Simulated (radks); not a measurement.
# The series with 47 electrons, Ag to Tb¹⁸⁺

The task here is to estimate one member of a computed series from the others.

Program: radks (a radial shooting solver on a logarithmic mesh, Libxc functionals) version 1. Level of theory: Dirac Kohn-Sham, PBE, spin-unpolarised, spherical densities, point nucleus. These are calculated values, not measurements, unless marked.

## What is computed

```
electrons     : 47
ions          : Ag, Cd⁺, In²⁺, Sn³⁺, Sb⁴⁺, Te⁵⁺, I⁶⁺, Xe⁷⁺, Cs⁸⁺, Ba⁹⁺, La¹⁰⁺, Ce¹¹⁺, Pr¹²⁺, Nd¹³⁺, Pm¹⁴⁺, Sm¹⁵⁺, Eu¹⁶⁺, Gd¹⁷⁺, Tb¹⁸⁺
configuration : [Kr] 4d10 5s1
```

Outer shells as boxes (Hund's rule):

[Kr] 4d10 5s1
```
[Kr] core
4d [↑↓][↑↓][↑↓][↑↓][↑↓]
5s [↑ ]
```

Set-up of the first run:

Input:

```text
Z 47
configuration [Kr] 4d10 5s1
relativity Dirac
functional pbe,pbe
spin unpolarised
j_filling average
nucleus point
c 137.035999084
```

Steps of the session up to this table: Ag.

One of the session's tables, all rows but one given; the rest of the session is left out.

It belongs to the step «Ag». From the orbitals of this run (lengths in bohr):

| level | <r> | outermost maximum (interpolated) | 90 % within | nodes |
| --- | --- | --- | --- | --- |
| 3d3/2 | 0.3437 | 0.272 | 0.544 | 0 |
| 3d5/2 | 0.3472 | 0.275 | 0.549 | 0 |
| 4s1/2 | 0.9121 | 0.823 | 1.33 | 3 |
| 4p1/2 | 0.9797 | 0.860 | 1.45 | 2 |
| 4p3/2 | 1.011 | 0.885 | 1.50 | 2 |
| 4d3/2 | ? | ? | ? | ? |
| 4d5/2 | 1.429 | 1.04 | 2.34 | 1 |
| 5s1/2 | 3.166 | 2.50 | 4.87 | 4 |

Estimate the missing values for 4d3/2.

The run gave: <r>: 1.403; outermost maximum (interpolated): 1.03; 90 % within: 2.28; nodes: 1. In the column «<r>» it lies between 4p3/2 (1.011) and 4d5/2 (1.429).
